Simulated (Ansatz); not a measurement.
**C3H10InN: one species, many methods**

An exercise on one series of results from a longer session: the logs are not shown, and one member is left open.

Computed with Ansatz 0.2.0, Gaussian basis. Level: functionals in def2-TZVPP, the program's frozen cores in correlated methods.

The runs, in order: LDA (SPW92), PBE-D4, revPBE-D4, BLYP-D4, r2SCAN-D4, B97M-V, PBE0-D4, B3LYP-D4, r2SCANh-D4, r2SCAN0-D4, HSE06-D4, BHLYP-D4, CAM-B3LYP-D4, LC-ωPBE, ωB97X-V, ωB97M-V, B2PLYP, PBE-QIDH; CCSD(T)/def2-SVP; CCSD(T)/def2-TZVPP; MP2/def2-QZVPP; extrapolation to the limit; RPA on PBE.

1 further run of the same task is left out (for a known fault of the program).

## Structure used throughout

The geometry comes from an earlier relaxation with PBE0-D4 in a triple-zeta def2 set; it is a stationary point, not always the lowest conformer. In takes the def2 core potential; no spin-orbit term is included.

SMILES `CC[N](C)[InH2]`, 15 atoms, charge 0, spin multiplicity 1.

Atoms are counted from 1 here; the program's logs count them from 0.

Bond lengths: C1–C2 1.511 Å, C1–H6 1.094 Å, C1–H7 1.094 Å, C1–H8 1.092 Å, C2–N3 1.440 Å, C2–H9 1.104 Å, C2–H10 1.104 Å, N3–C4 1.441 Å, N3–In5 2.024 Å, C4–H11 1.092 Å, C4–H12 1.101 Å, C4–H13 1.101 Å, In5–H14 1.708 Å, In5–H15 1.717 Å. Angles: C2–C1–H6 111.4°, C2–C1–H7 111.4°, C2–C1–H8 110.3°, H6–C1–H7 107.9°, H6–C1–H8 107.8°, H7–C1–H8 107.8°, C1–C2–N3 114.3°, C1–C2–H9 108.9°, C1–C2–H10 108.9°, N3–C2–H9 109.5°, N3–C2–H10 109.5°, H9–C2–H10 105.2°, C2–N3–C4 111.6°, C2–N3–In5 128.1°, C4–N3–In5 120.4°, N3–C4–H11 111.1°, N3–C4–H12 111.7°, N3–C4–H13 111.7° and more.

The first run:

in.yaml

```yaml
crystal:
  periodic: [false, false, false]
  atoms:
    - {symbol: C, position_ang: [0.281943, 1.366343, -1.344941]}
    - {symbol: C, position_ang: [-0.161842, -0.045765, -1.041305]}
    - {symbol: N, position_ang: [-0.090718, -0.403459, 0.352047]}
    - {symbol: C, position_ang: [-0.528139, -1.758143, 0.573919]}
    - {symbol: In, position_ang: [0.524064, 0.741274, 1.904296]}
    - {symbol: H, position_ang: [1.322723, 1.530166, -1.051841]}
    - {symbol: H, position_ang: [-0.334804, 2.100849, -0.819465]}
    - {symbol: H, position_ang: [0.200778, 1.566377, -2.415351]}
    - {symbol: H, position_ang: [0.449227, -0.748147, -1.634273]}
    - {symbol: H, position_ang: [-1.195178, -0.181934, -1.404622]}
    - {symbol: H, position_ang: [-0.471638, -2.021367, 1.632585]}
    - {symbol: H, position_ang: [0.087428, -2.481984, 0.017073]}
    - {symbol: H, position_ang: [-1.569237, -1.909028, 0.247914]}
    - {symbol: H, position_ang: [1.045120, 2.346877, 1.647187]}
    - {symbol: H, position_ang: [0.418474, -0.153059, 3.366179]}
basis:
  gaussian: {orbitals: def2-TZVPP}
hamiltonian: {xc: lda}
output: {orbitals: {seedname: orbitals}}
```

The run is started by

```bash
ansatz run in.yaml --threads 8 --pin off --events-out ev --progress --plain --max-ram 18278MiB
```

Among the steps run: LDA; PBE-D4 (GGA); revPBE-D4 (GGA); BLYP-D4 (GGA); r2SCAN-D4 (meta-GGA); B97M-V (meta-GGA); B3LYP-D4 (hybrid); r2SCANh-D4 (hybrid); r2SCAN0-D4 (hybrid); HSE06-D4 (hybrid); BHLYP-D4 (hybrid); CAM-B3LYP-D4 (range-separated); LC-ωPBE (range-separated); ωB97X-V (range-separated); ωB97M-V (range-separated); B2PLYP (double hybrid); PBE-QIDH (double hybrid).

One table of the session follows, with a row left open; its other results are not shown here.

It belongs to the step «Orbital energies across the functionals». 

| functional | HOMO (eV) | LUMO (eV) | gap (eV) |
| --- | --- | --- | --- |
| LDA (SPW92) | -5.02 | -2.06 | 2.96 |
| PBE-D4 | -4.85 | -1.84 | 3.01 |
| revPBE-D4 | -4.77 | -1.74 | 3.03 |
| BLYP-D4 | -4.76 | -1.80 | 2.96 |
| r2SCAN-D4 | -5.01 | -1.60 | 3.41 |
| B97M-V | -5.15 | -1.90 | 3.25 |
| PBE0-D4 | ? | ? | ? |
| B3LYP-D4 | -5.79 | -1.43 | 4.36 |
| r2SCANh-D4 | -5.43 | -1.36 | 4.07 |
| r2SCAN0-D4 | -6.09 | -1.03 | 5.06 |
| HSE06-D4 | -5.56 | -1.53 | 4.03 |
| BHLYP-D4 | -7.06 | -0.59 | 6.47 |
| CAM-B3LYP-D4 | -7.29 | -0.42 | 6.86 |
| LC-ωPBE | -8.54 | 0.61 | 9.15 |
| ωB97X-V | -8.25 | 0.48 | 8.73 |
| ωB97M-V | -8.20 | 0.17 | 8.37 |

Q: Estimate the row for PBE0-D4 from the others.

As computed: HOMO (eV): -5.95; LUMO (eV): -1.18; gap (eV): 4.78. In the column «HOMO (eV)» it lies between r2SCAN0-D4 (-6.09) and B3LYP-D4 (-5.79).
